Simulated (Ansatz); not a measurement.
# CH₅GaS: how energies converge with the basis set

How large a basis does CH₅GaS need? Two functionals are run in growing sets.

Program: Ansatz 0.2.0, Gaussian basis. Level of theory: one geometry, several basis sets. These are calculated values, not measurements.

Levels to be run: PBE0-D4/def2-SVP; ωB97M-V/def2-SVP; PBE0-D4/def2-QZVPP; ωB97M-V/def2-QZVPP; the functionals' def2-TZVPP values are taken from earlier runs.

### 1 Structure used throughout

All runs share one geometry, relaxed beforehand with PBE0-D4 in a triple-zeta def2 set.

SMILES `S[CH2][GaH2]`, 8 atoms, charge 0, spin multiplicity 1.

Atoms are counted from 1 here; the program's logs count them from 0.

Bond lengths: S1–C2 1.841 Å, S1–H4 1.343 Å, C2–Ga3 1.974 Å, C2–H5 1.088 Å, C2–H6 1.086 Å, Ga3–H7 1.566 Å, Ga3–H8 1.562 Å. Angles: C2–S1–H4 97.2°, S1–C2–Ga3 86.7°, S1–C2–H5 105.6°, S1–C2–H6 110.7°, Ga3–C2–H5 115.8°, Ga3–C2–H6 123.6°, H5–C2–H6 110.3°, C2–Ga3–H7 117.0°, C2–Ga3–H8 117.8°, H7–Ga3–H8 125.0°.

### 2 PBE0-D4 in def2-SVP

Contents of in.yaml:

```yaml
crystal:
  periodic: [false, false, false]
  atoms:
    - {symbol: S, position_ang: [-1.384926, 0.593091, 0.562013]}
    - {symbol: C, position_ang: [0.379277, 0.868400, 0.111825]}
    - {symbol: Ga, position_ang: [0.523683, -1.093262, -0.053031]}
    - {symbol: H, position_ang: [-1.850265, 0.404559, -0.683861]}
    - {symbol: H, position_ang: [0.841960, 1.304964, 0.995067]}
    - {symbol: H, position_ang: [0.458149, 1.549743, -0.730403]}
    - {symbol: H, position_ang: [0.085142, -1.725840, -1.416669]}
    - {symbol: H, position_ang: [0.946990, -1.901646, 1.215059]}
basis:
  gaussian: {orbitals: def2-SVP}
hamiltonian: {xc: pbe0, dispersion: d4}
output: {orbitals: {seedname: orbitals}}
```

On the command line:

```sh
$ ansatz run in.yaml --threads 2 --pin off --events-out ev --progress --plain --max-ram 4352MiB
```

The runs that follow: ωB97M-V in def2-SVP; PBE0-D4 in def2-QZVPP; ωB97M-V in def2-QZVPP.

Q: Predict the results of all the runs planned. Wanted: PBE0-D4: double and triple zeta above quadruple; ωB97M-V: double and triple zeta above quadruple.

As calculated:

| quantity | value |
| --- | --- |
| PBE0-D4: double and triple zeta above quadruple | 13.35, 1.59 eV |
| ωB97M-V: double and triple zeta above quadruple | 13.33, 1.54 eV |

**Reading.** PBE0-D4 gains 11.76 eV from double to triple zeta, then 1.59 eV more. These are total energies; as a rule much of such shifts cancels in differences, which this series doesn't test. The LUMO of ωB97M-V is positive and keeps falling with the basis (1.13 to 0.63 eV): an unbound level that the basis holds in place.
